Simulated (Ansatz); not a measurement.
# CH₇BSi₂: how energies converge with the basis set

Aim: see how fast density functionals converge with the basis set for CH₇BSi₂.

Method: one geometry, several basis sets; program: Ansatz 0.2.0, Gaussian basis.

Levels to be run: PBE0-D4/def2-SVP; ωB97M-V/def2-SVP; PBE0-D4/def2-QZVPP; ωB97M-V/def2-QZVPP; the functionals' def2-TZVPP values are taken from earlier runs.

### 1 The geometry

All runs share one geometry, relaxed beforehand with PBE0-D4 in a triple-zeta def2 set.

SMILES `CB1[SiH2][SiH2]1`, 11 atoms, charge 0, spin multiplicity 1.

Atoms are counted from 1 here; the program's logs count them from 0.

Bond lengths: C1–B2 1.566 Å, C1–H5 1.092 Å, C1–H6 1.099 Å, C1–H7 1.092 Å, B2–Si3 1.907 Å, B2–Si4 1.907 Å, Si3–Si4 2.531 Å, Si3–H8 1.482 Å, Si3–H9 1.489 Å, Si4–H10 1.489 Å, Si4–H11 1.482 Å. Angles: B2–C1–H5 114.1°, B2–C1–H6 106.3°, B2–C1–H7 114.1°, H5–C1–H6 106.2°, H5–C1–H7 109.2°, H6–C1–H7 106.2°, C1–B2–Si3 130.2°, C1–B2–Si4 130.2°, Si3–B2–Si4 83.2°, B2–Si3–Si4 48.4°, B2–Si3–H8 124.3°, B2–Si3–H9 125.0°, Si4–Si3–H8 91.4°, Si4–Si3–H9 138.9°, H8–Si3–H9 110.7°, B2–Si4–Si3 48.4°, B2–Si4–H10 124.9°, B2–Si4–H11 124.3° and more.

### 2 PBE0-D4 in def2-SVP

Input file in.yaml:

```yaml
crystal:
  periodic: [false, false, false]
  atoms:
    - {symbol: C, position_ang: [-0.263873, 1.793514, 0.099546]}
    - {symbol: B, position_ang: [-0.450599, 0.243045, -0.016589]}
    - {symbol: Si, position_ang: [0.018819, -1.148588, 1.199419]}
    - {symbol: Si, position_ang: [0.210337, -0.982934, -1.318803]}
    - {symbol: H, position_ang: [0.165577, 2.121757, 1.048841]}
    - {symbol: H, position_ang: [-1.271319, 2.229103, 0.051067]}
    - {symbol: H, position_ang: [0.301022, 2.238026, -0.723036]}
    - {symbol: H, position_ang: [-0.479212, -2.541349, 1.107016]}
    - {symbol: H, position_ang: [0.876877, -0.975433, 2.403888]}
    - {symbol: H, position_ang: [1.239010, -0.662826, -2.346595]}
    - {symbol: H, position_ang: [-0.281240, -2.371216, -1.484154]}
basis:
  gaussian: {orbitals: def2-SVP}
hamiltonian: {xc: pbe0, dispersion: d4}
output: {orbitals: {seedname: orbitals}}
```

The runs that follow: ωB97M-V in def2-SVP; PBE0-D4 in def2-QZVPP; ωB97M-V in def2-QZVPP.

**Question.** What will the summary of the whole plan be? Wanted: PBE0-D4: double and triple zeta above quadruple; ωB97M-V: double and triple zeta above quadruple.

**Answer**, as computed:

```
                                       quantity          value
PBE0-D4: double and triple zeta above quadruple  7.99, 0.62 eV
ωB97M-V: double and triple zeta above quadruple  8.12, 0.59 eV
```

In words: PBE0-D4 gains 7.37 eV from double to triple zeta, then 0.62 eV more. Total energies overstate the basis error of differences, where much of it tends to cancel.
